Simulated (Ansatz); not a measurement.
I need a few random alloy cells with their mixing energies of Mo-Ta random alloys. Use Ansatz 0.2.0, Python API. Settings (first run): PBE, PAW, cutoff 260 eV, Gaussian smearing of 0.1 eV.

`run_random_alloy.py`
```python
from collections import Counter
import warnings

import ansatz
import numpy as np


def bcc(A, a):
    return (
        ansatz.Lattice.bcc(a)
        .space_group(229)
        .atom(A, [0, 0, 0])
        .primitive()
    )

A_FIRST, A_LAST = 3.15, 3.3


def ground_state(name, crystal):
    calc = (
        crystal.calculation()
        .functional('pbe')
        .accuracy('low')
        .basis(260, xc_grid=1)
        .scf(lower_state_search='light')
        .kpoints(spacing=0.26)
        .occupations('gaussian', width=0.1)
        .band_table()
    )
    calc = calc.relax(force_tolerance=0.02, cell=True)
    return calc.run(threads=1)


def volume_per_atom(outcome):
    return abs(np.linalg.det(outcome.lattice.cell_ang)) / len(outcome.lattice.sites)


def counts(outcome):
    return Counter(site.symbol for site in outcome.lattice.sites)

warnings.simplefilter('ignore', ansatz.DeckWarning)

phases = {'Mo': bcc('Mo', A_FIRST), 'Ta': bcc('Ta', A_LAST)}
for k in [6]:
    a = A_FIRST + (A_LAST - A_FIRST) * k / 8
    supercell = bcc('Mo', a).supercell(2).resolved()
    for seed in [22, 56]:
        drawn = supercell.site_disorder().occupy('Mo', Mo=8 - k, Ta=k).random(seed=seed)
        phases[f'Mo{8 - k}Ta{k} seed {seed}'] = drawn.crystal

done = {name: ground_state(name, crystal) for name, crystal in phases.items()}

# mixing quantities against the straight line between the end members, both on this lattice
x = {name: counts(o)['Ta'] / (counts(o)['Mo'] + counts(o)['Ta']) for name, o in done.items()}
first, last = min(x, key=x.get), max(x, key=x.get)
energy = {name: o.report['energy_sigma0_ev'] / len(o.lattice.sites) for name, o in done.items()}
volume = {name: volume_per_atom(o) for name, o in done.items()}
rows = []
for name in sorted(done, key=x.get):
    line = lambda table: (1 - x[name]) * table[first] + x[name] * table[last]
    rows.append((name, x[name], 1000 * (energy[name] - line(energy)), volume[name], 100 * (volume[name] / line(volume) - 1)))
print('      cell       x(Ta)  E_mix (meV/atom)  V (A^3/atom)  excess V (%)')
for row in rows:
    print(f'{str(row[0]):>10}  {row[1]:10.3f}  {row[2]:+16.1f}  {row[3]:12.3f}  {row[4]:+12.2f}')
```

```console
$ python run_random_alloy.py
      cell       x(Ta)  E_mix (meV/atom)  V (A^3/atom)  excess V (%)
        Mo       0.000              +0.0        15.823         +0.00
Mo2Ta6 seed 22       0.750             -51.6        17.562         -0.46
Mo2Ta6 seed 56       0.750             -51.5        17.562         -0.46
        Ta       1.000              +0.0        18.251         +0.00
```

Reading the output:
- The settings weren't tested for convergence.
- The cutoff lies under the one recommended for these potentials.
- No spin polarisation was allowed.
- The meshes are coarse for the metals among these phases, whose energies can be off by up to 40 meV an atom.
- Spin-orbit coupling, which matters for elements this heavy, is left out.
- Cells of eight mixed sites are far from the random limit, and both end members stand on the same lattice, which need not be their own. Differences under about 40 meV an atom lie within the error of mesh and functional.
- The cells are prototypes set up for this calculation and needn't exist.
- The script silences the warnings on its input, which a real study should read.
- It ran for 5 min on 1 thread of Arm Neoverse V2 (shared host), peak memory 0.49 GiB.
